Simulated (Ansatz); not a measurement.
# Hf3SnS8: properties of a relaxed candidate

The task, for Hf3SnS8: locate the band edges and the effective masses.

Program: Ansatz 0.2.0. Level of theory: DFT PBE, scalar-relativistic, plane waves, PAW. These are calculated values, not measurements.

1 further run of the same task is left out (set aside as unsound or not needed).

## (1) The structure to begin with

The structure is trigonal, space group P-3m1 (No. 164). Conventional cell: a = 3.664 Å, b = 3.664 Å, c = 27.472 Å, α = 90.00°, β = 90.00°, γ = 120.00°. Around Hf (site symmetry 3m) lie 6 S at 2.56 Å. Around Hf (site symmetry -3m) lie 6 S at 2.56 Å. Sn (site symmetry -3m) has 6 S at 2.59 Å as nearest neighbours. S (site symmetry 3m) is surrounded by 3 Sn at 2.59 Å. Around S (site symmetry 3m) lie 3 Hf at 2.56 Å.

Structure file:

```xyz
12
Lattice="3.6639 0.0000 0.0000 -1.8320 3.1731 0.0000 0.0000 0.0000 27.4723" Properties=species:S:1:pos:R:3 pbc="T T T"
Hf    0.0000    0.0000    6.9146
Hf    0.0000    0.0000   13.7362
Hf    0.0000    0.0000   20.5578
Sn    0.0000    0.0000    0.0000
S     0.0000    2.1154    1.4912
S     0.0000    2.1154    8.3554
S     0.0000    2.1154   15.1771
S     0.0000    2.1154   21.9987
S     1.8320    1.0577    5.4736
S     1.8320    1.0577   12.2952
S     1.8320    1.0577   19.1169
S     1.8320    1.0577   25.9811
```

The cell was relaxed beforehand at this level, from a generated guess; it is a trial structure. At a tolerance of 0.02 Å it has space group P-3m1 (No. 164); it has 26.62 Å³/atom, an uncorrected energy of -1.28 eV/atom over the elements and, on its mesh, gap 1.20 eV.

## (2) Band edges anywhere in the zone

input.yaml reads:

```yaml
crystal:
  lattice:
    - [3.6639390562, 0.0, 0.0]
    - [-1.8319695281, 3.1730643006, 0.0]
    - [0.0, 0.0, 27.4723053071]
  atoms:
    - { symbol: Hf, position: [0.0, 0.0, 0.251691687] }
    - { symbol: Hf, position: [0.0, 0.0, 0.5] }
    - { symbol: Hf, position: [0.0, 0.0, 0.748308313] }
    - { symbol: Sn, position: [0.0, 0.0, 0.0] }
    - { symbol: S, position: [0.3333333333, 0.6666666667, 0.0542802071] }
    - { symbol: S, position: [0.3333333333, 0.6666666667, 0.3041406436] }
    - { symbol: S, position: [0.3333333333, 0.6666666667, 0.5524494808] }
    - { symbol: S, position: [0.3333333333, 0.6666666667, 0.8007598334] }
    - { symbol: S, position: [0.6666666667, 0.3333333333, 0.1992401666] }
    - { symbol: S, position: [0.6666666667, 0.3333333333, 0.4475505192] }
    - { symbol: S, position: [0.6666666667, 0.3333333333, 0.6958593564] }
    - { symbol: S, position: [0.6666666667, 0.3333333333, 0.9457197929] }
basis:
  ecutwfc: 420
kpoints:
  mp_grid: { grid: [12, 12, 1] }
  band_path: { path: [VBM, CBM], npoints: 2 }
hamiltonian:
  xc: pbe
scf:
  occupations: { method: gaussian, width: 0.02 }
output:
  forces: false
  stress: false
  eigenvalues: true
checkpoint:
  read: start.run
  write: ck
  compress: false
  write_wavefunctions: false
  write_every: 100000
```

Command:

```console
ansatz run input.yaml --threads 1 --pin off --max-ram 2560MiB --backend cpu --events-out ev --progress --plain --runs-dir out
```

## (3) Eigenvalues a small step from each edge

input.yaml, as its differences from that of step 2:

```diff
@@ -22,3 +22,2 @@
   mp_grid: { grid: [12, 12, 1] }
-  band_path: { path: [VBM, CBM], npoints: 2 }
 hamiltonian:
@@ -31,2 +30,35 @@
   eigenvalues: true
+  eigenstates:
+    kpoints:
+      - [0.0, 0.0, 0.5]
+      - [0.01166268, -0.00583134, 0.5]
+      - [-0.01166268, 0.00583134, 0.5]
+      - [0.0, 0.010100177, 0.5]
+      - [0.0, -0.010100177, 0.5]
+      - [0.0, 0.0, 0.587447064]
+      - [0.0, 0.0, 0.412552936]
+      - [0.00824676, 0.003018524, 0.5]
+      - [-0.00824676, -0.003018524, 0.5]
+      - [0.00824676, -0.00412338, 0.561834412]
+      - [-0.00824676, 0.00412338, 0.438165588]
+      - [0.0, 0.007141904, 0.561834412]
+      - [0.0, -0.007141904, 0.438165588]
+      - [0.006733452, 0.002464614, 0.550487586]
+      - [-0.006733452, -0.002464614, 0.449512414]
+      - [0.0, 0.5, 0.0]
+      - [0.01166268, 0.49416866, 0.0]
+      - [-0.01166268, 0.50583134, 0.0]
+      - [0.0, 0.510100177, 0.0]
+      - [0.0, 0.489899823, 0.0]
+      - [0.0, 0.5, 0.087447064]
+      - [0.0, 0.5, -0.087447064]
+      - [0.00824676, 0.503018524, 0.0]
+      - [-0.00824676, 0.496981476, 0.0]
+      - [0.00824676, 0.49587662, 0.061834412]
+      - [-0.00824676, 0.50412338, -0.061834412]
+      - [0.0, 0.507141904, 0.061834412]
+      - [0.0, 0.492858096, -0.061834412]
+      - [0.006733452, 0.502464614, 0.050487586]
+      - [-0.006733452, 0.497535386, -0.050487586]
+    e_range: [-2.699054, 2.699054]
 checkpoint:
```

**Question.** What will these runs give? Wanted: gap over the zone; valence top, conduction bottom; hole masses; electron masses.

As calculated:

```
                                     quantity                                                                                   value
                            gap over the zone                                                                       1.20 eV, indirect
valence top, conduction bottom (fractional k)                                            (0.000, 0.000, 0.500), (0.000, 0.500, 0.000)
                                  hole masses  0.18 to 0.94 m0 along the directions sampled, bands without a fitted extremum left out
                              electron masses                                           0.25 to 13.42 m0 along the directions sampled
```

Electron masses come out at 0.25 to 13.42 and hole masses at 0.18 to 0.94 m0. These cover the sampled directions only, and leave out those where a band is flat or has no extremum. Spin-orbit coupling is left out, which matters for the bands of Hf.
